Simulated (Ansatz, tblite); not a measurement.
**Si20H30 bond sphere (InSi19H30): a ladder of methods and basis sets**

The task here is to estimate one member of a computed series from the others.

Program: Ansatz 0.2.0, Gaussian basis. Level of theory: as each input shows. These are calculated values, not measurements.

The runs, in order: GFN1-xTB, GFN2-xTB, PBE-D4/def2-SVP, r2SCAN-D4/def2-SVP, ωB97M-V/def2-SVP, PBE-QIDH/def2-SVP, revPBE-D4/def2-SVP, r2SCAN-D4/def2-mTZVP.

6 further runs of the same task are left out: 3 that didn't finish, 3 set aside as unsound or not needed.

### The relaxed structure

The geometry is that of the doublet, from an earlier relaxation (PBE-D4/def2-SVP).

50 atoms, charge 0, spin multiplicity 2.

Bond lengths: Si1–Si11 2.358 Å, Si1–Si12 2.368 Å, Si1–Si13 2.353 Å, Si1–H21 1.513 Å, Si2–Si11 2.360 Å, Si2–Si14 2.360 Å, Si2–H22 1.508 Å, Si2–H23 1.511 Å, Si3–Si13 2.352 Å, Si3–Si15 2.358 Å, Si3–Si16 2.368 Å, Si3–H24 1.513 Å, Si4–Si14 2.361 Å, Si4–Si15 2.361 Å, Si4–H25 1.511 Å, Si4–H26 1.507 Å, Si5–Si12 2.363 Å, Si5–Si17 2.366 Å and more. Angles: Si11–Si1–Si12 102.2°, Si11–Si1–Si13 115.0°, Si11–Si1–H21 108.3°, Si12–Si1–Si13 111.1°, Si12–Si1–H21 106.4°, Si13–Si1–H21 113.1°, Si11–Si2–Si14 113.6°, Si11–Si2–H22 107.7°, Si11–Si2–H23 107.7°, Si14–Si2–H22 111.2°, Si14–Si2–H23 109.0°, H22–Si2–H23 107.4°, Si13–Si3–Si15 114.2°, Si13–Si3–Si16 111.7°, Si13–Si3–H24 113.4°, Si15–Si3–Si16 101.8°, Si15–Si3–H24 108.3°, Si16–Si3–H24 106.6° and more.

In takes a core potential in the def2 sets. No spin-orbit coupling is included.

PBE0-D4/def2-SVP was run before; its log isn't repeated, and its numbers join the tables.

The first run:

Tight binding, by tblite at 300 K electronic temperature and without a spin-polarisation term:

```python
tblite.interface.Calculator('GFN1-xTB', numbers, positions, charge=0, uhf=1).singlepoint()
```

Tight binding, by tblite at 300 K electronic temperature and without a spin-polarisation term:

```python
tblite.interface.Calculator('GFN2-xTB', numbers, positions, charge=0, uhf=1).singlepoint()
```

start.molden holds the orbitals of an earlier run on this state, given as this run's starting guess.

File in.yaml:

```yaml
crystal:
  periodic: [false, false, false]
  atoms:
    - {symbol: Si, position_ang: [-2.012754, -2.079690, -0.731249]}
    - {symbol: Si, position_ang: [-2.531000, 0.776026, -3.402443]}
    - {symbol: Si, position_ang: [-1.966750, 0.737140, 2.098473]}
    - {symbol: Si, position_ang: [-2.538967, 3.370695, -0.793587]}
    - {symbol: Si, position_ang: [1.014813, -1.770797, -3.409193]}
    - {symbol: Si, position_ang: [0.592994, -2.145178, 2.082188]}
    - {symbol: Si, position_ang: [3.540685, -2.307867, -0.568943]}
    - {symbol: In, position_ang: [0.588635, 0.777614, -0.809570]}
    - {symbol: Si, position_ang: [1.035856, 3.404970, 1.667165]}
    - {symbol: Si, position_ang: [3.442056, 0.573003, 2.457155]}
    - {symbol: Si, position_ang: [-3.543961, -0.886798, -2.069269]}
    - {symbol: Si, position_ang: [-0.624824, -3.104803, -2.353047]}
    - {symbol: Si, position_ang: [-0.749771, -0.758739, 0.751126]}
    - {symbol: Si, position_ang: [-1.064075, 2.184462, -2.204729]}
    - {symbol: Si, position_ang: [-3.515278, 2.063962, 0.913976]}
    - {symbol: Si, position_ang: [-0.563805, 2.379409, 3.069063]}
    - {symbol: Si, position_ang: [2.505493, -0.691975, -1.921748]}
    - {symbol: Si, position_ang: [2.082649, -3.495541, 0.855550]}
    - {symbol: Si, position_ang: [1.981283, -0.930690, 3.542498]}
    - {symbol: Si, position_ang: [2.519307, 1.836055, 0.701141]}
    - {symbol: H, position_ang: [-2.759617, -3.198719, -0.038506]}
    - {symbol: H, position_ang: [-1.817997, 0.082297, -4.535359]}
    - {symbol: H, position_ang: [-3.632422, 1.614333, -4.009027]}
    - {symbol: H, position_ang: [-2.694683, 0.060633, 3.238937]}
    - {symbol: H, position_ang: [-3.660917, 3.943039, -1.628074]}
    - {symbol: H, position_ang: [-1.837927, 4.529298, -0.132215]}
    - {symbol: H, position_ang: [0.362637, -0.725104, -4.274270]}
    - {symbol: H, position_ang: [1.822907, -2.677798, -4.314009]}
    - {symbol: H, position_ang: [-0.248217, -3.071905, 2.932376]}
    - {symbol: H, position_ang: [4.198116, -3.299368, -1.502045]}
    - {symbol: H, position_ang: [4.633427, -1.667815, 0.245776]}
    - {symbol: H, position_ang: [0.371818, 4.207722, 0.580836]}
    - {symbol: H, position_ang: [1.848522, 4.358660, 2.517124]}
    - {symbol: H, position_ang: [4.656382, -0.173677, 1.972257]}
    - {symbol: H, position_ang: [3.916290, 1.583841, 3.478225]}
    - {symbol: H, position_ang: [-4.172158, -1.898581, -2.999359]}
    - {symbol: H, position_ang: [-4.648179, -0.286669, -1.241265]}
    - {symbol: H, position_ang: [-1.525844, -3.582973, -3.469286]}
    - {symbol: H, position_ang: [0.075306, -4.319269, -1.800991]}
    - {symbol: H, position_ang: [-0.453788, 3.167683, -3.178712]}
    - {symbol: H, position_ang: [-4.639755, 1.231945, 0.358891]}
    - {symbol: H, position_ang: [-4.112266, 3.018772, 1.921656]}
    - {symbol: H, position_ang: [-1.460204, 3.493923, 3.558870]}
    - {symbol: H, position_ang: [0.182446, 1.852532, 4.267424]}
    - {symbol: H, position_ang: [3.531235, 0.105394, -2.691788]}
    - {symbol: H, position_ang: [1.349806, -4.528958, 0.042551]}
    - {symbol: H, position_ang: [2.954887, -4.231334, 1.845609]}
    - {symbol: H, position_ang: [2.855322, -1.912526, 4.286843]}
    - {symbol: H, position_ang: [1.172861, -0.176365, 4.563850]}
    - {symbol: H, position_ang: [3.604822, 2.533934, -0.083678]}
basis:
  gaussian: {orbitals: def2-SVP, fitting: {mean_field: def2-universal-jkfit}, initial_orbitals: start.molden}
magnetization: {spin_polarized: true, initial_magnetization: 1}
hamiltonian: {xc: pbe, dispersion: d4}
scf: {omitted_lower_state_checks: [starts]}
output: {forces: true, orbitals: {seedname: orbitals}}
```

Run with:

```
ansatz run in.yaml --threads 2 --pin off --events-out ev --progress --plain --max-ram 32768MiB --backend cuda --devices 0, --max-vram 18GiB
```

Among the steps run: PBE-D4/def2-SVP; r2SCAN-D4/def2-SVP; ωB97M-V/def2-SVP; PBE-QIDH/def2-SVP; revPBE-D4/def2-SVP; r2SCAN-D4/def2-mTZVP.

One table of the session follows, with a row left open; its other results are not shown here.

It belongs to the step «Binding energy». 

| level | binding an atom (eV) |
| --- | --- |
| PBE-D4/def2-SVP | 3.135 |
| revPBE-D4/def2-SVP | 3.095 |
| r2SCAN-D4/def2-SVP | ? |
| r2SCAN-D4/def2-mTZVP | 3.099 |
| PBE0-D4/def2-SVP | 3.132 |
| ωB97M-V/def2-SVP | 3.144 |

**Question.** Estimate the row for r2SCAN-D4/def2-SVP.

As computed: binding an atom (eV): 3.148. In the column «binding an atom (eV)» it is the highest.

Limits of these values: Free atoms were run apart at each level; binding is atoms less cluster, divided by the number of atoms, without zero-point or spin-orbit terms.
